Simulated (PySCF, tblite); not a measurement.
# C₄H₇OS₂ radical: geometry, infrared bands and EPR parameters

What infrared bands and EPR parameters should C₄H₇OS₂ radical (`C=CSS[CH]OC`) show?

The runs use tblite 0.8.0 and PySCF 2.14.0, with density-fitted response routines of our own; the level of theory stands in each step. All values are computed, except where a source is named. Atoms are numbered from 0 throughout.

### 1 The starting structure

14 atoms, charge 0, multiplicity 2; geometry from: force field or distance geometry start.

Bonds of the start (Å): C0–C1 1.31, C1–S2 1.75, S2–S3 2.13, S3–C4 1.80, C4–O5 1.41, O5–C6 1.40, C0–H7 1.10, C0–H8 1.07, C1–H9 1.11, C4–H10 1.10, C6–H11 1.10, C6–H12 1.12, C6–H13 1.11.

### 2 Optimising the geometry with GFN2-xTB

Job settings and geometry (Å):

```
{"job": {"kind": "relax", "xc": "GFN2-xTB", "basis": "xTB"}, "charge": 0, "multiplicity": 2}
C      2.855900    -0.446300     0.585300
C      2.776700     0.865400     0.562900
S      1.360900     1.834800     0.218400
S     -0.286600     0.798600     1.079500
C     -0.895300    -0.328600    -0.180500
O     -1.997800    -1.077700     0.290400
C     -3.088500    -0.199700     0.174500
H      3.817500    -0.920600     0.831900
H      2.034100    -1.091900     0.379800
H      3.708800     1.406200     0.812800
H     -0.140000    -0.972400    -0.649600
H     -2.815800     0.601300    -0.533600
H     -3.344200     0.276400     1.160900
H     -3.986300    -0.745900    -0.194900
```

Started as:

```
$ OMP_NUM_THREADS=1 python probes_run.py task.json out
```

The driver reads the jobs from task.json and runs them one after another.

The program printed:

```text
step      E/eV     max force
  0    -614.21153    2.328
  1    -614.40224    1.236
  2    -614.48803    0.946
  3    -614.53598    0.693
  4    -614.58493    0.715
  5    -614.62757    0.746
  6    -614.66898    0.533
  7    -614.68993    0.378
  8    -614.70897    0.330
  9    -614.73051    0.467
 10    -614.76191    0.507
 11    -614.79266    0.472
 12    -614.81809    0.405
 13    -614.84406    0.392
 14    -614.85904    0.463
 15    -614.87198    0.352
 16    -614.88066    0.270
 17    -614.89526    0.271
 18    -614.91005    0.316
 19    -614.92362    0.287
 20    -614.93167    0.241
 21    -614.93851    0.181
 22    -614.94735    0.250
 23    -614.95550    0.233
 24    -614.96112    0.157
 25    -614.96375    0.157
 26    -614.96678    0.165
 27    -614.97148    0.210
 28    -614.97678    0.216
 29    -614.98075    0.144
 30    -614.98321    0.133
 31    -614.98507    0.138
 32    -614.98727    0.135
 33    -614.98935    0.109
 34    -614.99096    0.091
 35    -614.99257    0.105
 36    -614.99497    0.140
 37    -614.99856    0.191
 38    -615.00316    0.232
 39    -615.00814    0.187
 40    -615.01252    0.144
 41    -615.01590    0.131
 42    -615.01909    0.159
 43    -615.02192    0.153
 44    -615.02455    0.121
 45    -615.02742    0.155
 46    -615.03034    0.159
 47    -615.03274    0.144
 48    -615.03444    0.113
 49    -615.03581    0.118
 50    -615.03737    0.116
 51    -615.04051    0.122
 52    -615.04302    0.168
 53    -615.04569    0.172
 54    -615.04767    0.121
 55    -615.04954    0.134
 56    -615.05158    0.126
 57    -615.05343    0.130
 58    -615.05503    0.105
 59    -615.05594    0.097
 60    -615.05706    0.092
 61    -615.05801    0.086
 62    -615.05894    0.076
 63    -615.05989    0.082
 64    -615.06086    0.110
 65    -615.06250    0.106
 66    -615.06438    0.098
 67    -615.06615    0.082
 68    -615.06693    0.083
 69    -615.06776    0.078
 70    -615.06856    0.105
 71    -615.06915    0.078
 72    -615.06997    0.075
 73    -615.07089    0.085
 74    -615.07145    0.079
 75    -615.07183    0.050
 76    -615.07219    0.057
 77    -615.07243    0.040
 78    -615.07257    0.023
 79    -615.07264    0.016
 80    -615.07267    0.012
 81    -615.07269    0.012
 82    -615.07272    0.014
 83    -615.07275    0.014
 84    -615.07279    0.014
 85    -615.07283    0.018
 86    -615.07287    0.018
 87    -615.07295    0.023
 88    -615.07306    0.029
 89    -615.07321    0.029
 90    -615.07335    0.026
 91    -615.07346    0.025
 92    -615.07358    0.029
 93    -615.07373    0.039
 94    -615.07388    0.034
 95    -615.07399    0.020
 96    -615.07405    0.020
 97    -615.07410    0.018
 98    -615.07413    0.016
 99    -615.07416    0.010
100    -615.07417    0.009
```

It took 0.69 s on 1 thread of Intel Xeon Platinum 8488C, shared host.

Relaxation path: (not every step is listed)

```
step  energy from step 0 (eV)  largest force (eV/Å)
   0                   0.0000                2.3280
   1                  -0.1907                1.2356
   2                  -0.2765                0.9460
   3                  -0.3244                0.6930
   4                  -0.3734                0.7149
   5                  -0.4160                0.7459
   6                  -0.4574                0.5330
   7                  -0.4784                0.3776
   8                  -0.4974                0.3301
  16                  -0.6691                0.2699
  24                  -0.7496                0.1572
  32                  -0.7757                0.1350
  40                  -0.8010                0.1435
  48                  -0.8229                0.1128
  56                  -0.8400                0.1258
  64                  -0.8493                0.1099
  72                  -0.8584                0.0749
  80                  -0.8611                0.0121
  88                  -0.8615                0.0295
  95                  -0.8625                0.0203
  96                  -0.8625                0.0201
  97                  -0.8626                0.0183
  98                  -0.8626                0.0163
  99                  -0.8626                0.0100
 100                  -0.8626                0.0087
```

Close pairs (by a distance rule), those that changed most:

```
  bond  before (Å)  after (Å)  change (Å)
 S3–C4       1.797      1.680      -0.116
 C4–O5       1.414      1.335      -0.079
 S2–S3       2.128      2.170      +0.041
C6–H12       1.125      1.094      -0.030
 C1–H9       1.106      1.079      -0.027
C6–H13       1.114      1.087      -0.026
 C0–H7       1.100      1.076      -0.025
C4–H10       1.098      1.078      -0.020
```

The final coordinates are the input of the step that follows.

### 3 Harmonic vibrations with GFN2-xTB

Job settings and geometry (Å):

```
{"job": {"kind": "ir", "xc": "GFN2-xTB", "basis": "xTB"}, "charge": 0, "multiplicity": 2}
C      2.947697    -0.306069     0.948584
C      2.697645     0.862884     0.388618
S      1.136819     1.619551     0.148408
S     -0.252449     0.226130     1.062285
C     -0.844852    -0.706791    -0.203580
O     -2.123435    -0.766364    -0.582766
C     -3.057527    -0.021275     0.163756
H      3.956416    -0.667470     1.042821
H      2.165197    -0.936404     1.336238
H      3.472534     1.504380    -0.002115
H     -0.189821    -1.308402    -0.812404
H     -2.775080     1.035444     0.193275
H     -3.117790    -0.394962     1.190565
H     -4.016030    -0.141123    -0.335801
```

The program printed:

```text
mode    cm-1     km/mol
  1      32.0      1.01
  2      53.6      2.29
  3      83.1      1.38
  4     142.5      1.79
  5     146.9      1.65
  6     167.2      1.76
  7     241.0      8.61
  8     253.3      6.76
  9     303.2     19.16
 10     416.0      6.12
 11     525.5     38.80
 12     547.0      2.27
 13     564.5      0.37
 14     700.8     13.93
 15     833.9     27.94
 16     842.7      8.94
 17     971.8     18.25
 18     992.8     24.07
 19     995.1     12.63
 20    1112.2      2.65
 21    1129.5      3.16
 22    1209.2     55.02
 23    1223.5     22.34
 24    1296.0    408.07
 25    1383.9      1.73
 26    1397.9     31.89
 27    1443.8     15.81
 28    1460.6     22.12
 29    1654.1     57.85
 30    2942.8     17.12
 31    2959.6     10.19
 32    3043.4      7.80
 33    3077.4      2.85
 34    3080.4     13.47
 35    3105.4      4.66
 36    3133.5     30.84
```

Run time: 0.49 s. Hardware: 1 thread of Intel Xeon Platinum 8488C, shared host.

Which atoms move in the most intense modes:

```
cm⁻¹  km/mol                                  atoms
 526    38.8    O5 32 %, H10 26 %, C4 16 %, S3 12 %
 834    27.9                       C4 58 %, S3 21 %
 993    24.1    C6 35 %, O5 23 %, H10 14 %, C4 10 %
1209    55.0                      H10 54 %, O5 29 %
1296   408.1             C4 51 %, O5 24 %, H10 15 %
1398    31.9  H13 32 %, H11 27 %, H12 25 %, C6 10 %
1654    57.9                       C0 47 %, C1 45 %
3134    30.8                       H7 56 %, H8 32 %
```

### 4 g tensor and hyperfine couplings: B3LYP/pcH-1

Same as in step 3 but for these lines:

```diff
@@ -1,2 +1,2 @@
-{"job": {"kind": "ir", "xc": "GFN2-xTB", "basis": "xTB"}, "charge": 0, "multiplicity": 2}
+{"job": {"kind": "epr", "basis": "pcH-1"}, "charge": 0, "multiplicity": 2}
 C      2.947697    -0.306069     0.948584
```

Method: UKS B3LYP, pcH-1 on C H O S, non-relativistic, mean-field spin-orbit, GIAO.

The program printed:

```text
UKS, coarse grid
  cycle   1  E = -1028.11583302  |g| = 4.21e-01
  cycle   2  E = -1028.01985214  |g| = 6.46e-01
  cycle   3  E = -1028.17702590  |g| = 1.09e-01
  cycle   4  E = -1028.18082636  |g| = 4.96e-02
  cycle   5  E = -1028.18202395  |g| = 1.73e-02
  cycle   6  E = -1028.18218124  |g| = 6.15e-03
  cycle   7  E = -1028.18220981  |g| = 3.70e-03
  cycle   8  E = -1028.18221945  |g| = 1.45e-03
  cycle   9  E = -1028.18222223  |g| = 8.60e-04
UKS, final grid
  cycle   1  E = -1028.18222875  |g| = 1.53e-03
  cycle   2  E = -1028.18222513  |g| = 3.01e-03
  cycle   3  E = -1028.18222999  |g| = 2.29e-04
  cycle   4  E = -1028.18223002  |g| = 5.21e-05
  cycle   5  E = -1028.18223003  |g| = 3.39e-05
  cycle   6  E = -1028.18223003  |g| = 1.53e-05
E = -1028.18223003 Eh   <S^2> = 0.7605 (exact 0.7500)
g shifts (ppm)      1          2          3
  rmc          -227       -227       -227
  gc              5         17          6
  oz_so       -2185       1700       2799
  total       -2407       1490       2579
hyperfine (MHz)  atom isotope    a_iso     a_fc   dipolar eigenvalues
    0   13C       2.11       2.16     -1.53     -0.36      1.89
    1   13C      -4.32      -4.37     -1.14      0.24      0.90
    2   33S      22.09      21.88    -30.47    -28.20     58.67
    3   33S      79.16      79.41    -23.08     -3.71     26.80
    4   13C      61.09      61.04    -52.98    -52.27    105.25
    5   17O     -25.39     -25.49    -63.46     30.58     32.88
    6   13C      -2.70      -2.70     -1.66     -0.54      2.19
    7    1H      -1.12      -1.11     -1.08     -0.72      1.80
    8    1H       1.17       1.17     -2.59     -0.96      3.56
    9    1H      17.84      17.83     -2.01     -0.88      2.90
   10    1H     -42.50     -42.54    -23.68     -2.31     25.99
   11    1H      17.02      17.03     -2.89     -2.29      5.18
   12    1H      10.28      10.29     -3.54     -2.43      5.97
   13    1H      -1.45      -1.45     -2.68     -2.40      5.08
```

Wall time 71 s (1 thread of Intel Xeon Platinum 8488C, shared host); peak memory 0.92 GiB.

Principal g values 1.99991, 2.00381, 2.00490; g(iso) = 2.00287, against 2.00232 for a free electron.

Mean a(iso) over the nuclei that a row names, and the largest dipolar term of the row (other rows stand at the frozen geometry):

```
       nuclei  isotope  a(iso) (MHz)  a(iso) (G, at g = 2.0023)  largest dipolar term (MHz)
           S3      33S          79.2                       28.2                        26.8
           C4      13C          61.1                       21.8                       105.3
          H10       1H         -42.5                      -15.2                        26.0
           O5      17O         -25.4                       -9.1                       -63.5
           S2      33S          22.1                        7.9                        58.7
           H9       1H          17.8                        6.4                         2.9
H11, H12, H13       1H           8.6                        3.1                         6.0
           C1      13C          -4.3                       -1.5                        -1.1
           C6      13C          -2.7                       -1.0                         2.2
           C0      13C           2.1                        0.8                         1.9
           H8       1H           1.2                        0.4                         3.6
           H7       1H          -1.1                       -0.4                         1.8
```

Mulliken spin populations:

C0 0.01; C1 -0.01; S2 0.26; S3 0.03; C4 0.60; O5 0.13; C6 -0.01; H7 0.00; H8 0.00; H9 0.00; H10 -0.03; H11 0.01; H12 0.02; H13 0.00

In first order the couplings over 0.8 MHz of 1H give 64 distinct lines over 31.6 G, if the averaged nuclei exchange fast; the same motion can average rows kept apart here too.

The fields below are evaluated on a grid from the run's orbitals.

ELF in a plane through or near 6 of the atoms.

Ten even steps from ' ' (0.00) to '@' (1.00):
```
                                                        
                                                        
                                                        
                                                        
                  ::..        ....                      
        ++##==..--%%%%      ..----                      
      --@@@@@@==##@@@@::  ..::====..                    
      ++@@@@@@**%%@@@@..::++==++++..  ..::..            
      ==@@@@@@..::@@##  ##%%**##==..  ++##==--::        
      ..**%%##::::==..  %%**::**==  ..##******##::      
          ..--%%%%==  ..##--++--==  ::==::**%%%%--      
            ::####++----##**::##++  ++%%**==++**::      
          ..==**********##**##%%==  %%@@@@::....        
          ::==++==**##==**++--++::  %%@@@@--            
          ..--::..++%%##%%**  ..    **@@@@::            
                  **@@@@%%**        ..##++              
                  ++%%%%%%++                            
                  --++**++::                            
                    ::::..                              
                                                        
```
The map spans 13.3 Å across and 8.3 Å up, centred on the molecule. Atoms in the plane (x, y in Å): C0 (-3.0, 0.5), C1 (-2.7, -0.7), S2 (-1.2, -1.6), C6 (3.1, -0.1), H7 (-4.0, 0.9), H11 (2.7, -1.2).

On the surface of density 0.002 e/bohr³ the electrostatic potential runs, from the 1st to the 99th percentile, from -0.83 V near S2 to 1.06 V near H13.

The spin density lies nearest to C4 36 %; S2 22 %; O5 15 %; S3 11 %.

### 5 Results

| quantity | value |
| --- | --- |
| strongest single infrared mode (GFN2-xTB) | 1296 cm⁻¹, 408 km/mol |
| zero-point energy (GFN2-xTB) | 62.1 kcal/mol |
| g(iso) (B3LYP) | 2.00287 |
| ⟨S²⟩ | 0.760 (exact 0.75) |
| largest a(iso) (averaged by class) | 33S on S3, 79.2 MHz |
| potential on the surface of density 0.002 e/bohr³, 1st and 99th percentile | -0.83 V and 1.06 V |

In words: Over 100 steps the energy fell by 0.863 eV; of the close pairs, S3–C4 changed most, 1.797 to 1.680 Å. No mode is imaginary among the 36: a minimum at this level. The strongest single mode, at 1296 cm⁻¹, moves mainly C4. GFN2-xTB is a fitted tight-binding method: band positions and strengths are rough. Its intensities can rank the bands wrongly. C4 carries the largest spin population, 0.60 e. The isotropic g lies 0.6 ppt above the free-electron value.
